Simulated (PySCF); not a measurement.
# B3LYP/STO-3G run of NBrO (nitrosyl bromide)

What is the vertical ionisation energy of NBrO (nitrosyl bromide) at B3LYP/STO-3G? 

Program for the calculation: PySCF 2.14.0.

6 further runs of the same task are left out: 6 set aside as unsound or not needed.

## (1) The molecule

NBrO has 3 atoms, charge 0, and is taken as a singlet. As SMILES, `O=NBr`. The shape is that of a PBE0-D4/def2-TZVP optimisation.

Bond lengths: O1–N2 1.126 Å, N2–Br3 2.117 Å. Angles: O1–N2–Br3 114.9°.

## (2) A single-point energy at B3LYP/STO-3G

Contents of run.py:

```python
from pyscf import gto, dft

mol = gto.M(
    atom='''
O      1.779706    -1.222275     0.847599
N     -0.084924    -1.202773    -0.175612
Br    -1.694782     2.425048    -0.671968
''',
    basis='sto-3g',
    max_memory=1860,
    spin=0,
    verbose=3,
    unit='bohr',
    charge=0,
)

mf = dft.RKS(mol)
mf.xc = 'b3lyp'
mf.grids.level = 5
mf.conv_tol = 1e-10
mf.kernel()
if not mf.converged:
    mf = mf.newton().run(mf.mo_coeff, mf.mo_occ)

etot = mf.e_tot
print('E(%s) = %.9f' % ('B3LYP', etot))
```

Command:

```console
OMP_NUM_THREADS=1 python run.py
```

Standard output:

```text
converged SCF energy = -2674.10371309762
E(B3LYP) = -2674.103713098
```

Wall time 3.6 s (1 thread of Arm Neoverse V2, shared host); peak memory 0.23 GiB.

## (3) The doublet cation at the same level

Contents of job.py:

```python
from pyscf import gto, dft

mol = gto.M(
    atom='''
O      1.779706    -1.222275     0.847599
N     -0.084924    -1.202773    -0.175612
Br    -1.694782     2.425048    -0.671968
''',
    verbose=4,
    max_memory=1860,
    unit='bohr',
    basis='sto-3g',
    spin=1,
    charge=1,
)

myscf = dft.UKS(mol)
myscf.xc = 'b3lyp'
myscf.conv_tol = 1e-10
myscf.grids.level = 5
myscf.kernel()
if not myscf.converged:
    myscf = myscf.newton().run(myscf.mo_coeff, myscf.mo_occ)

energy = myscf.e_tot
print('E = %.10f Eh' % energy)
```

Command:

```console
OMP_NUM_THREADS=1 python job.py
```

Standard output:

```text
PySCF version 2.14.0

[INPUT] num. atoms = 3
[INPUT] num. electrons = 49
[INPUT] charge = 1
[INPUT] spin (= nelec alpha-beta = 2S) = 1
[INPUT] symmetry False subgroup None
[INPUT] Mole.unit = bohr
[INPUT] Symbol           X                Y                Z      unit          X                Y                Z       unit  Magmom
[INPUT]  1 O      0.941779857338  -0.646800075477   0.448530074799 AA    1.779706000000  -1.222275000000   0.847599000000 Bohr   0.0
[INPUT]  2 N     -0.044939845460  -0.636480061510  -0.092929868364 AA   -0.084924000000  -1.202773000000  -0.175612000000 Bohr   0.0
[INPUT]  3 Br    -0.896840011877   1.283280136987  -0.355590152067 AA   -1.694782000000   2.425048000000  -0.671968000000 Bohr   0.0

nuclear repulsion = 140.795781734289
number of shells = 14
number of NR pGTOs = 84
number of NR cGTOs = 28
basis = sto-3g
ecp = {}

[... 34 lines left out ...]
WARN: HOMO -0.417021591261949 >= LUMO -0.417021591261967
[... 78 lines left out ...]
converged SCF energy = -2673.7980424727  <S^2> = 0.75171086  2S+1 = 2.0017101
E = -2673.7980424727 Eh
```

Run time: 9 s. Hardware: 1 thread of Arm Neoverse V2, shared host; peak memory 0.23 GiB.

## (4) Outcome

Level: B3LYP/STO-3G.

| quantity | value |
| --- | --- |
| singlet NBrO: total energy | -2674.10371 Eh |
| singlet NBrO: dipole moment | 1.50 D |
| singlet NBrO: HOMO energy | -4.60 eV |
| singlet NBrO: LUMO energy | -0.92 eV |
| singlet NBrO: HOMO–LUMO gap | 3.69 eV |
| doublet cation: total energy | -2673.79804 Eh |
| doublet cation: HOMO energy (highest over α and β) | -14.19 eV |
| doublet cation: LUMO energy (lowest over α and β) | -11.97 eV |
| doublet cation: ⟨S²⟩ | 0.752 |
| vertical ionisation energy (to the doublet cation) | 8.318 eV |

Removing an electron at fixed nuclei costs 8.32 eV (803 kJ/mol). The negative HOMO energy of the first species, 4.60 eV, lies 3.72 eV below that difference. In a minimal basis such a difference can be off by several eV, whatever the method.
